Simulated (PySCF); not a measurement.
**CoNOH: structure of the sextet**

Where does sextet CoNOH go from a bent start, is the end point a minimum, and what are its modes, charges and moments?

Method: PBE0, basis Co def2-TZVP, N def2-TZVP, O def2-TZVP, H def2-TZVP, no relativity, density fitting; program: PySCF 2.14.0.

## 1. Starting geometry

4 atoms, charge 0, spin multiplicity 6.

Bond lengths: Co1–N2 1.630 Å, Co1–O3 1.740 Å, O3–H4 0.960 Å. Angles: N2–Co1–O3 110.0°, Co1–O3–H4 130.0°.

```xyz
4
charge 0 multiplicity 6
Co    0.0000    0.0000    0.0000
N     1.3352    0.0000    0.9349
O    -1.4253    0.0000    0.9980
H    -1.9308    0.7354    1.3520
```

## 2. Finding the electronic state

The steps below are one call of a driver around PySCF. For each, scf.py gives the equivalent set-up of the SCF; relaxations use the driver's own optimiser. After this first run the driver tries any further starts and a stability analysis.

File scf.py:

```python
from pyscf import gto, scf, dft
mol = gto.M(atom='''
Co     0.000000     0.000000     0.000000
N      1.335200     0.000000     0.934900
O     -1.425300     0.000000     0.998000
H     -1.930800     0.735400     1.352000''',
    basis={'Co': 'def2-TZVP', 'N': 'def2-TZVP', 'O': 'def2-TZVP', 'H': 'def2-TZVP'},
    charge=0, spin=5)
mf = dft.UKS(mol, xc='PBE0')
mf.grids.atom_grid = (50, 194)
aux = {'Co': 'def2-universal-JKFIT', 'N': 'def2-universal-JKFIT', 'O': 'def2-universal-JKFIT', 'H': 'def2-universal-JKFIT'}
mf = mf.density_fit(auxbasis=aux)
mf.conv_tol = 1e-08
mf.diis_space = 10
mf.max_cycle = 60
mf.init_guess = 'minao'
mf.verbose = 4
mf.kernel()
```

Command:

```console
OMP_NUM_THREADS=4 python axn.py task.json out
```

The runs that follow: Bent start, sextet: relaxation; Vibrations and properties at this point.

**Question.** What will these runs give? Wanted: minimum; geometry; wavenumbers; dipole moment; highest occupied, lowest empty level; polar-tensor charge of Co1; zero-point energy; atomisation energy; ⟨S²⟩.

As calculated:

| quantity | value |
| --- | --- |
| minimum | sextet, C1 |
| geometry | Co–N 1.876 Å, Co–O 1.779 Å, O–H 0.958 Å; Co–O–H 123.7°, N–Co–O 158.1° |
| wavenumbers (cm⁻¹) | 112 (a), 295 (a), 521 (a), 628 (a), 703 (a), 3907 (a) |
| dipole moment | 2.41 D |
| highest occupied, lowest empty level (either spin) | -7.17, -3.44 eV |
| polar-tensor charge of Co1 | +1.09 e |
| zero-point energy | 36.9 kJ/mol |
| entropy at 298.15 K | 296.6 J/(mol K) |
| atomisation energy (no zero-point energy) | 961 kJ/mol |
| ⟨S²⟩ | 8.766 |

**Reading.** The bent start ends in a minimum without symmetry. The strongest infrared band lies at 628 cm⁻¹ (a). Most of the spin sits on Co1 (Mulliken spin 2.90, against 5 for the whole molecule). Only this shape and spin were tried, so other structures or states may lie lower. One determinant may miss the lowest occupation of an open d or f shell.
